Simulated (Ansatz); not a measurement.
**Ga(H2S)H3 (GaH5S): geometry, orbitals and charge**

Aim: characterise Ga(H2S)H3 (GaH5S) as a singlet: its structure, frontier levels and distribution of charge.

The runs use Ansatz 0.2.0, Gaussian basis; RKS PBE0-D4/def2-TZVP.

Levels to be run: relaxation at PBE0-D4/def2-TZVP; a single point at PBE0-D4/def2-TZVP.

## Step 1: Starting geometry

7 atoms, charge 0, spin multiplicity 1.

Atoms are counted from 1 here; the program's logs count them from 0.

Bond lengths: Ga1–S2 2.519 Å, Ga1–H5 1.541 Å, Ga1–H6 1.555 Å, Ga1–H7 1.541 Å, S2–H3 1.334 Å, S2–H4 1.335 Å. Angles: S2–Ga1–H5 99.3°, S2–Ga1–H6 94.5°, S2–Ga1–H7 99.0°, H5–Ga1–H6 117.5°, H5–Ga1–H7 119.8°, H6–Ga1–H7 117.5°, Ga1–S2–H3 91.9°, Ga1–S2–H4 91.7°, H3–S2–H4 92.6°.

Coordinates:

```
Ga    0.1351   -0.2282   -1.0070
S     0.1472   -0.2502    1.5122
H     0.5111    1.0325    1.5663
H    -1.1516    0.0528    1.5615
H     1.6546   -0.1889   -1.2627
H    -0.6454    1.1121   -1.1134
H    -0.6511   -1.5301   -1.2571
```

The start is a GFN2-xTB geometry.

## Step 2: Relaxation at PBE0-D4/def2-TZVP

Input file in.yaml:

```yaml
crystal:
  periodic: [false, false, false]
  atoms:
    - {symbol: Ga, position_ang: [0.135150, -0.228190, -1.006970]}
    - {symbol: S, position_ang: [0.147170, -0.250200, 1.512210]}
    - {symbol: H, position_ang: [0.511150, 1.032540, 1.566350]}
    - {symbol: H, position_ang: [-1.151550, 0.052790, 1.561520]}
    - {symbol: H, position_ang: [1.654590, -0.188910, -1.262680]}
    - {symbol: H, position_ang: [-0.645400, 1.112110, -1.113390]}
    - {symbol: H, position_ang: [-0.651100, -1.530120, -1.257050]}
basis:
  gaussian: {orbitals: def2-TZVP}
hamiltonian: {xc: pbe0, dispersion: d4}
scf: {lower_state_search: "off"}
output: {orbitals: {seedname: orbitals}}
relax: {f_tol: 0.02, max_steps: 100}
```

Started as:

```bash
$ ansatz run in.yaml --threads 4 --pin off --events-out ev --progress --plain --max-ram 3916MiB
```

Further steps of the session: Single point, PBE0-D4/def2-TZVP.

Q: Predict the results of all the runs planned. Wanted: point group; commonest bond, hydrogen aside; HOMO, LUMO at PBE0-D4/def2-TZVP; dipole at PBE0-D4/def2-TZVP.

The runs gave:

| quantity | value |
| --- | --- |
| point group | Cs |
| commonest bond, hydrogen aside | Ga–S, 1 of mean length 2.595 Å |
| HOMO, LUMO at PBE0-D4/def2-TZVP | -7.89, -0.45 eV |
| dipole at PBE0-D4/def2-TZVP | 3.32 D |

What this shows: The molecule keeps its bonding pattern by the stored test; the atoms moved 0.10 Å (rms). No usable vibrations, so a minimum isn't proven. The point group is read from a loosely relaxed geometry; soft torsions can leave it below the true symmetry.
